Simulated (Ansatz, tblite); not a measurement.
# The cluster Mg₅Si₃−: rung by rung

Aim: run the doublet of the cluster Mg₅Si₃− at one geometry on many levels, and compare frontier levels, spin and run time.

Method: as each input shows; program: Ansatz 0.2.0, Gaussian basis.

Levels to be run: GFN1-xTB, GFN2-xTB, PBE-D4/def2-TZVPD, r2SCAN-D4/def2-TZVPD, r2SCAN0-D4/def2-TZVPD, LDA/def2-TZVPD, HF/STO-3G, MP2/def2-TZVPD, RPA/def2-TZVPD.

5 further runs of the same task are left out: 3 that didn't finish, 2 set aside as unsound or not needed. Runs told in other sessions of the task aren't counted.

### 1 The structure

The doublet was relaxed beforehand with r2SCAN-D4/def2-SVPD. At that level it is the lowest of the isomers that a small search found.

8 atoms, charge -1, spin multiplicity 2.

Bond lengths: Mg1–Si7 2.801 Å, Mg1–Si8 2.736 Å, Mg2–Mg5 3.074 Å, Mg2–Si7 2.739 Å, Mg3–Mg5 3.009 Å, Mg3–Si6 3.024 Å, Mg3–Si7 2.675 Å, Mg4–Si6 2.795 Å, Mg4–Si8 2.726 Å, Mg5–Si8 2.776 Å, Si6–Si7 2.333 Å, Si6–Si8 2.457 Å, Si7–Si8 2.378 Å. Angles: Si7–Mg1–Si8 50.8°, Mg5–Mg2–Si7 64.8°, Mg5–Mg3–Si6 87.0°, Mg5–Mg3–Si7 66.5°, Si6–Mg3–Si7 47.8°, Si6–Mg4–Si8 52.8°, Mg2–Mg5–Mg3 65.9°, Mg2–Mg5–Si8 96.1°, Mg3–Mg5–Si8 81.3°, Mg3–Si6–Mg4 59.0°, Mg3–Si6–Si7 58.2°, Mg3–Si6–Si8 86.3°, Mg4–Si6–Si7 92.4°, Mg4–Si6–Si8 62.1°, Si7–Si6–Si8 59.5°, Mg1–Si7–Mg2 68.8°, Mg1–Si7–Mg3 121.4°, Mg1–Si7–Si6 125.2° and more.

Geometry (Å):

```xyz
8
charge -1, multiplicity 2
Mg   -1.5575    1.8306   -1.3200
Mg   -1.7179    1.4278    1.7818
Mg    0.6179   -0.9108    1.9278
Mg    2.4689   -0.8446   -0.2701
Mg    0.9730    1.5972    0.3044
Si    0.1522   -2.3515   -0.6895
Si   -1.2286   -0.6088    0.0164
Si    0.2918   -0.1399   -1.7507
```

The ion is computed in the gas phase, without counter-ions or solvent.

PBE0-D4/def2-TZVPD was run before; its log isn't repeated, and its numbers join the tables.

### 2 GFN1-xTB

Tight binding, by tblite at 300 K electronic temperature and without a spin-polarisation term:

```python
tblite.interface.Calculator('GFN1-xTB', numbers, positions, charge=-1, uhf=1).singlepoint()
```

Energy -253.0151 eV; 0.012 s.

### 3 GFN2-xTB

Tight binding, by tblite at 300 K electronic temperature and without a spin-polarisation term:

```python
tblite.interface.Calculator('GFN2-xTB', numbers, positions, charge=-1, uhf=1).singlepoint()
```

Energy -208.0457 eV; 0.034 s.

### 4 PBE-D4/def2-TZVPD

start.molden holds the orbitals of an earlier run on this state, given as this run's starting guess.

Contents of in.yaml:

```yaml
crystal:
  periodic: [false, false, false]
  atoms:
    - {symbol: Mg, position_ang: [-1.557458, 1.830583, -1.319993]}
    - {symbol: Mg, position_ang: [-1.717859, 1.427815, 1.781808]}
    - {symbol: Mg, position_ang: [0.617908, -0.910846, 1.927764]}
    - {symbol: Mg, position_ang: [2.468895, -0.844575, -0.270144]}
    - {symbol: Mg, position_ang: [0.973003, 1.597213, 0.304433]}
    - {symbol: Si, position_ang: [0.152238, -2.351470, -0.689548]}
    - {symbol: Si, position_ang: [-1.228553, -0.608829, 0.016427]}
    - {symbol: Si, position_ang: [0.291835, -0.139890, -1.750747]}
basis:
  gaussian: {orbitals: def2-TZVPD, initial_orbitals: start.molden}
total_charge: -1
magnetization: {spin_polarized: true, initial_magnetization: 1}
hamiltonian: {xc: pbe, dispersion: d4}
scf: {omitted_lower_state_checks: [starts]}
output: {forces: true, orbitals: {seedname: orbitals}}
```

On the command line:

```bash
> ansatz run in.yaml --threads 4 --pin off --events-out ev --progress --plain --max-ram 4787MiB
```

After this run come: r2SCAN-D4/def2-TZVPD; r2SCAN0-D4/def2-TZVPD; LDA/def2-TZVPD; HF/STO-3G; MP2/def2-TZVPD; RPA/def2-TZVPD.

Q: Predict the results of all the runs planned. Wanted: gap in def2-TZVPD, named functionals, smallest and largest; correlation energy, MP2/def2-TZVPD; ⟨S²⟩ in def2-TZVPD, named functionals, smallest and largest.

**Answer**, as computed:

```
                                                   quantity                                value
 gap in def2-TZVPD, named functionals, smallest and largest  0.42 eV (LDA), 1.83 eV (r2SCAN0-D4)
                         correlation energy, MP2/def2-TZVPD                            -37.55 eV
⟨S²⟩ in def2-TZVPD, named functionals, smallest and largest                         0.756, 0.934
```

What this shows: Over the named functionals in def2-TZVPD the gap runs from 0.42 eV (LDA) to 1.83 eV (r2SCAN0-D4); exact exchange widens it. Over the named functionals in def2-TZVPD spin contamination reaches 0.18 (r2SCAN0-D4).

The anion's highest level is positive in at least one run, so there the basis alone may hold the extra electron.
